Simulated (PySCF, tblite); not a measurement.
# C5H12PSi+: geometry, infrared bands and NMR shifts

What infrared bands and NMR shifts should C5H12PSi+ (`C=C[PH+](C=C)C[SiH3]`) show?

Programs: tblite 0.8.0 and PySCF 2.14.0, with density-fitted response routines of our own. Each step states its level of theory. These are calculated values for one molecule in the gas phase, unless marked as measured. Atoms count from 0, in the outputs and in this text.

**1. The starting structure**

19 atoms, charge 1, multiplicity 1; geometry from: force field or distance geometry start.

Bonds of the start (Å): C0–C1 1.35, C1–P2 1.75, P2–C3 1.76, C3–C4 1.35, P2–C5 1.80, C5–Si6 1.84, C0–H7 1.09, C0–H8 1.08, C1–H9 1.07, P2–H10 1.40, C3–H11 1.08, C4–H12 1.09, C4–H13 1.08, C5–H14 1.09, C5–H15 1.09, Si6–H16 1.49, Si6–H17 1.49, Si6–H18 1.48.

**2. Geometry optimisation with GFN2-xTB**

The job: settings as JSON, then the geometry in Å.

```
{"job": {"kind": "relax", "xc": "GFN2-xTB", "basis": "xTB"}, "charge": 1, "multiplicity": 1}
C      2.822100     0.279300    -1.148300
C      1.476700     0.295400    -1.291600
P      0.411300    -0.004400     0.065100
C     -0.488900     1.507200     0.127500
C     -0.581900     2.223100     1.265000
C     -0.755800    -1.215300    -0.583000
Si    -1.784100    -1.836500     0.807700
H      3.287200     0.100000    -0.181700
H      3.466900     0.465400    -1.996500
H      1.061200     0.486500    -2.262200
H      1.091800    -0.314700     1.249500
H     -0.990800     1.866600    -0.754600
H     -1.143600     3.157200     1.285900
H     -0.094700     1.905800     2.173900
H     -1.364400    -0.780000    -1.380900
H     -0.186300    -2.045800    -0.997900
H     -2.644300    -0.765500     1.376200
H     -0.924000    -2.382100     1.895000
H     -2.668100    -2.932800     0.343400
```

Launch:

```sh
OMP_NUM_THREADS=1 python probes_run.py task.json out
```

This one command runs all jobs of the session in turn.

**Question.** This job is followed by: GFN2-xTB harmonic vibrations, gas phase; GIAO PBE0/pcSseg-1 NMR shielding, non-relativistic, gas phase. What will the session give for the following? strongest single infrared mode (GFN2-xTB); zero-point energy (GFN2-xTB); ¹³C shifts against TMS (PBE0/pcSseg-1, means over atoms taken as alike); ¹H shifts against TMS (PBE0/pcSseg-1, means over atoms taken as alike); ³¹P shifts against H3PO4 (PBE0/pcSseg-1); ²⁹Si shifts against TMS (PBE0/pcSseg-1).

The runs gave:

| quantity | value |
| --- | --- |
| strongest single infrared mode (GFN2-xTB) | 774 cm⁻¹, 350 km/mol |
| zero-point energy (GFN2-xTB) | 89.7 kcal/mol |
| ¹³C shifts against TMS (PBE0/pcSseg-1, means over atoms taken as alike) | 155.4, 123.8, 4.7 ppm |
| ¹H shifts against TMS (PBE0/pcSseg-1, means over atoms taken as alike) | 7.32, 6.98, 6.41, 5.76, 4.36, 1.62 ppm |
| ³¹P shifts against H3PO4 (PBE0/pcSseg-1) | 11.0 ppm |
| ²⁹Si shifts against TMS (PBE0/pcSseg-1) | -73.1 ppm |

What this shows: The optimisation took 55 steps and gained 0.522 eV; among the close pairs (by a distance rule), C5–Si6 changed most, from 1.838 to 1.949 Å. No mode is imaginary among the 51: a minimum at this level. The strongest single mode, at 774 cm⁻¹, is carried by H16, H17, H18. Unscaled tight-binding wavenumbers are off by several per cent, some by more. Its intensities can rank the bands wrongly. At PBE0/pcSseg-1: The largest span, 261 ppm, is at C0, C4, where the paramagnetic term is -223 ppm. At PBE0/pcSseg-1, counted by nearest atom on the grid, the HOMO lies on C0, C1 about 25 % each; C3, C4 about 15 % each, the LUMO on C0, C4 about 19 % each; C1, C3 about 12 % each.
